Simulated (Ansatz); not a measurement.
# Au (Au (100), 2 layers): a single-point run

The task is a single-point run on Au (Au (100), 2 layers). The structure is shown as the input types it.

Computed with Ansatz 0.2.0 (DFT, LDA, PAW with Ansatz's default frozen-core files, scalar-relativistic, unless a step's input says otherwise).

## 1. Starting point

Symmetry: P4/nmm, No. 129, tetragonal system. Conventional cell: a = 2.863 Å, b = 2.863 Å, c = 18.024 Å, α = 90.00°, β = 90.00°, γ = 90.00°. Au (site symmetry 4mm) is surrounded by 8 Au at 2.82 to 2.86 Å.

Coordinates:

```
CELL_PARAMETERS angstrom
2.86253 0.00000 0.00000
0.00000 2.86253 0.00000
0.00000 0.00000 18.02410
ATOMIC_POSITIONS crystal
Au 0.25000 0.25000 0.44547
Au 0.75000 0.75000 0.55453
```

## 2. Input and run

Input file input.yaml:

```yaml
crystal:
  lattice:
    - [2.8625268927, 0.0, 0.0]
    - [0.0, 2.8625268927, 0.0]
    - [0.0, 0.0, 18.0241]
  atoms:
    - { symbol: Au, position: [0.25, 0.25, 0.4454743263] }
    - { symbol: Au, position: [0.75, 0.75, 0.5545256737] }
kpoints:
  mp_grid: { grid: [14, 14, 1] }
  KSPACING: 60
scf:
  occupations: { method: fermi_dirac, width: 0.08 }
  max_iter: 50
hamiltonian:
  xc: lda
  pseudopotentials: { kind: paw }
output:
  forces: true
  stress: true
  eigenvalues: true
efield:
  axis: 3
  amplitude: 0.2
  dipole_correction: true
```

Started as:

```console
$ ansatz run input.yaml --threads 1 --pin off --max-ram 3584MiB --backend cpu --events-out ev --progress --plain --runs-dir out
```

What happens when this is run?

The run ended at the input check. Its message: «line 11 column 3: unknown field `KSPACING`, expected one of mp_grid, list, band_path, initial_grid, further_shifts»

Look at the input: kpoints.KSPACING is 60. A setting was typed under another program's name, or in the wrong section.

Fix: delete kpoints.KSPACING.
